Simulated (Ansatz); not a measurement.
# Lu2CCl2: the cost of one run

Code: Ansatz 0.2.0. PAW datasets, plane waves, zero pressure. Computed at 0 K without zero-point motion; spin polarisation is off.

## (1) The system as given

It is trigonal, R-3m (No. 166); a = 3.587 Å, c = 27.458 Å in the conventional setting, 20.40 Å³ an atom. Lu has 3 C at 2.44 Å and 3 Cl at 2.69 Å; C has 6 Lu at 2.44 Å; Cl has 3 Lu at 2.69 Å.

Coordinates:

```
Lu C Cl
1.0
     1.79341    1.03543    9.15260
    -1.79341    1.03543    9.15260
     0.00000   -2.07085    9.15260
Lu C Cl
2 1 2
Direct
  0.11975 0.11975 0.11975
  0.88025 0.88025 0.88025
  0.50000 0.50000 0.50000
  0.72379 0.72379 0.72379
  0.27621 0.27621 0.27621
```

## (2) PBE-D3(BJ): cell and atoms

Input file input.yaml:

```yaml
crystal:
  lattice:
    - [1.7934110645, 1.0354263608, 9.1525990727]
    - [-1.7934110645, 1.0354263608, 9.1525990727]
    - [0.0, -2.0708527217, 9.1525990727]
  atoms:
    - { symbol: Lu, position: [0.11974589, 0.11974589, 0.11974589] }
    - { symbol: Lu, position: [0.88025411, 0.88025411, 0.88025411] }
    - { symbol: C, position: [0.5, 0.5, 0.5] }
    - { symbol: Cl, position: [0.72379356, 0.72379356, 0.72379356] }
    - { symbol: Cl, position: [0.27620644, 0.27620644, 0.27620644] }
kpoints:
  mp_grid: { grid: [8, 8, 8] }
hamiltonian:
  xc: pbe
  dispersion: d3bj
scf:
  occupations: { method: fermi_dirac, width: 0.02 }
relax:
  f_tol: 0.005
  cell: {}
output:
  write_density: true
  write_potential: true
  elf: true
  volumetric_format: npy
```

Run with:

```
> ansatz run input.yaml --threads 4 --pin off --max-ram 5529MiB --backend cpu --events-out ev --progress --plain --runs-dir out
```

Q: Estimate wall time and peak memory on 4 threads of Arm Neoverse V2, shared host.

About 32 s, with a peak of 0.58 GiB.
